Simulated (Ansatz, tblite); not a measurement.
# Ta(NH)(OH)3 (H₄NO₃Ta): a ladder of methods and basis sets

The task here is to estimate one member of a computed series from the others.

Computed with Ansatz 0.2.0, Gaussian basis. Level: as each input shows.

The runs, in order: GFN1-xTB, GFN2-xTB, PBE-D4/def2-TZVP, r2SCAN-D4/def2-TZVP, B2PLYP/def2-TZVP, HSE06-D4/def2-TZVP, ωB97M-V/def2-TZVP, r2SCANh-D4/def2-TZVP, BLYP-D4/def2-TZVP, LDA/def2-TZVP, B3LYP-D4/def2-TZVP, PBE-D4/def2-SVP, PBE0-D4/def2-SVP, PBE0-D4/def2-TZVPD, PBE-D4/def2-TZVPD, r2SCAN-D4/def2-TZVPD, CCSD(T)/def2-TZVP, RPA/def2-TZVP.

**The structure**

The geometry is that of the singlet, from an earlier relaxation (PBE0-D4/def2-SVP).

9 atoms, charge 0, spin multiplicity 1.

Bond lengths: Ta1–N2 1.770 Å, Ta1–O4 1.913 Å, Ta1–O6 1.913 Å, Ta1–O8 1.913 Å, N2–H3 1.011 Å, O4–H5 0.960 Å, O6–H7 0.960 Å, O8–H9 0.960 Å. Angles: N2–Ta1–O4 109.2°, N2–Ta1–O6 109.1°, N2–Ta1–O8 109.0°, O4–Ta1–O6 109.8°, O4–Ta1–O8 109.9°, O6–Ta1–O8 109.8°, Ta1–N2–H3 180.0°, Ta1–O4–H5 134.1°, Ta1–O6–H7 133.7°, Ta1–O8–H9 133.6°.

Formally the metal is d0. Ta takes a core potential in the def2 sets. No spin-orbit coupling is included.

PBE0-D4/def2-TZVP was run before; its log isn't repeated, and its numbers join the tables.

Set-up of the first run:

Tight binding, by tblite at 300 K electronic temperature and without a spin-polarisation term:

```python
tblite.interface.Calculator('GFN1-xTB', numbers, positions, charge=0, uhf=0).singlepoint()
```

Tight binding, by tblite at 300 K electronic temperature and without a spin-polarisation term:

```python
tblite.interface.Calculator('GFN2-xTB', numbers, positions, charge=0, uhf=0).singlepoint()
```

start.molden holds the orbitals of an earlier run on this state, given as this run's starting guess.

File in.yaml:

```yaml
crystal:
  periodic: [false, false, false]
  atoms:
    - {symbol: Ta, position_ang: [-0.001159, 0.000184, -0.233885]}
    - {symbol: N, position_ang: [0.023596, 0.002680, 1.536388]}
    - {symbol: H, position_ang: [0.037354, 0.004440, 2.547617]}
    - {symbol: O, position_ang: [1.745575, 0.423608, -0.888971]}
    - {symbol: H, position_ang: [2.584992, 0.624752, -0.469944]}
    - {symbol: O, position_ang: [-1.257808, 1.307483, -0.843705]}
    - {symbol: H, position_ang: [-1.844774, 1.921172, -0.396793]}
    - {symbol: O, position_ang: [-0.522798, -1.734868, -0.848182]}
    - {symbol: H, position_ang: [-0.764989, -2.549462, -0.402525]}
basis:
  gaussian: {orbitals: def2-TZVP, initial_orbitals: start.molden}
hamiltonian: {xc: pbe, dispersion: d4}
scf: {omitted_lower_state_checks: [starts]}
output: {forces: true, orbitals: {seedname: orbitals}}
```

Command:

```
> ansatz run in.yaml --threads 4 --pin off --events-out ev --progress --plain --max-ram 3916MiB
```

Among the steps run: PBE-D4/def2-TZVP; r2SCAN-D4/def2-TZVP; B2PLYP/def2-TZVP; HSE06-D4/def2-TZVP; ωB97M-V/def2-TZVP; r2SCANh-D4/def2-TZVP; BLYP-D4/def2-TZVP; LDA/def2-TZVP; B3LYP-D4/def2-TZVP; PBE-D4/def2-SVP; PBE0-D4/def2-SVP; PBE0-D4/def2-TZVPD; PBE-D4/def2-TZVPD; r2SCAN-D4/def2-TZVPD; CCSD(T)/def2-TZVP; RPA/def2-TZVP.

One table of the session follows, with a row left open; its other results are not shown here.

```
              method  binding an atom (eV)
        HF/def2-TZVP                 2.855
       LDA/def2-TZVP                 5.208
     PBE-D4/def2-SVP                 4.601
    PBE-D4/def2-TZVP                 4.593
   PBE-D4/def2-TZVPD                 4.600
   BLYP-D4/def2-TZVP                 4.510
 r2SCAN-D4/def2-TZVP                 4.458
r2SCAN-D4/def2-TZVPD                 4.464
r2SCANh-D4/def2-TZVP                 4.383
  B3LYP-D4/def2-TZVP                 4.419
    PBE0-D4/def2-SVP                 4.376
   PBE0-D4/def2-TZVP                 4.387
  PBE0-D4/def2-TZVPD                     ?
  HSE06-D4/def2-TZVP                 4.390
   ωB97M-V/def2-TZVP                 4.412
       MP2/def2-TZVP                 4.491
      CCSD/def2-TZVP                 4.198
   CCSD(T)/def2-TZVP                 4.309
```

**Question.** Estimate the row for PBE0-D4/def2-TZVPD.

As computed: binding an atom (eV): 4.395. In the column «binding an atom (eV)» it lies between HSE06-D4/def2-TZVP (4.390) and ωB97M-V/def2-TZVP (4.412).

Among the levels timed on like hardware and quicker than the yardstick, those that no quicker one beats, quickest first: PBE-D4/def2-SVP (0.85 s, +0.292 eV); PBE0-D4/def2-SVP (1.1 s, +0.067 eV).

To keep in mind: Free atoms were run apart at each level; binding is atoms less cluster, divided by the number of atoms, without zero-point or spin-orbit terms. CCSD(T)/def2-TZVP isn't at the basis-set limit; small misses against it rank nothing.
